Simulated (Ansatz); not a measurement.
**TiN (rocksalt): equation of state**

Aim: the bulk modulus of TiN (rocksalt) from energies at several volumes around the relaxed one. The cell was built by placing the elements on the sites of a structure type; the runs don't test whether it is the stable form.

Computed with Ansatz 0.2.0 (DFT r²SCAN, scalar-relativistic, plane waves, PAW, unless a step's input says otherwise).

1 further run of the same task is left out (it didn't finish). Runs told in other sessions of the task aren't counted.

**1. Starting point**

The structure is cubic, space group Fm-3m (No. 225). The conventional cell has a = 4.233 Å, b = 4.233 Å, c = 4.233 Å, α = 90.00°, β = 90.00°, γ = 90.00°. Ti (site symmetry m-3m) has 6 N at 2.12 Å in its first shell of neighbours. N (site symmetry m-3m) has 6 Ti at 2.12 Å in its first shell of neighbours.

Structure file:

```cif
data_structure
_symmetry_space_group_name_H-M 'P 1'
_symmetry_Int_Tables_number 1
_cell_length_a 2.9928
_cell_length_b 2.9928
_cell_length_c 2.9928
_cell_angle_alpha 60.000
_cell_angle_beta 60.000
_cell_angle_gamma 60.000
_cell_volume 18.96
loop_
_atom_site_label
_atom_site_type_symbol
_atom_site_fract_x
_atom_site_fract_y
_atom_site_fract_z
_atom_site_occupancy
Ti1 Ti 0.50000 0.50000 0.50000 1
N1 N 0.00000 0.00000 0.00000 1
```

An earlier run at r²SCAN left this cell at 9.478 Å³/atom and 0.00 GPa (14×14×14 mesh).

Volume factors to run: 0.980, 1.020, 0.960, 1.040, 1.070.

**2. Scaling the volume by 0.980**

Input file input.yaml:

```yaml
crystal:
  lattice:
    - [0.0, 2.1020538873, 2.1020538873]
    - [2.1020538873, 0.0, 2.1020538873]
    - [2.1020538873, 2.1020538873, 0.0]
  atoms:
    - { symbol: Ti, position: [0.5, 0.5, 0.5], spin: 0.05 }
    - { symbol: "N", position: [0.0, 0.0, 0.0] }
basis:
  ecutwfc: 500
  ecutrho_ratio: 4
kpoints:
  mp_grid: { grid: [14, 14, 14] }
hamiltonian:
  xc: r2scan
scf:
  occupations: { method: gaussian, width: 0.05 }
output:
  forces: true
  stress: true
  eigenvalues: true
  populations: true
magnetization:
  spin_polarized: true
```

Command:

```sh
$ ansatz run input.yaml --threads 2 --pin off --max-ram 2662MiB --backend cpu --events-out ev --progress --plain --runs-dir out
```

Further steps of the session: Scaling the volume by 1.020; Scaling the volume by 0.960; At 1.040 of the relaxed volume; Volume × 1.070.

**Question.** What will these runs give? Wanted: V0; B0; B0′; scatter of the fit.

**Answer**, as computed:

| quantity | value |
| --- | --- |
| V0 | 9.478 Å³/atom |
| B0 | 296 GPa |
| B0′ | 4.2 |
| scatter of the fit | 0.001 meV/atom |

In words: The fitted minimum lies at 9.48 Å³/atom, and the bulk modulus is 296 GPa, a stiff solid. One per cent of compression takes about 3.0 GPa. These are values at 0 K without zero-point motion. A run loses the moments it was seeded with; other starts can end magnetic.
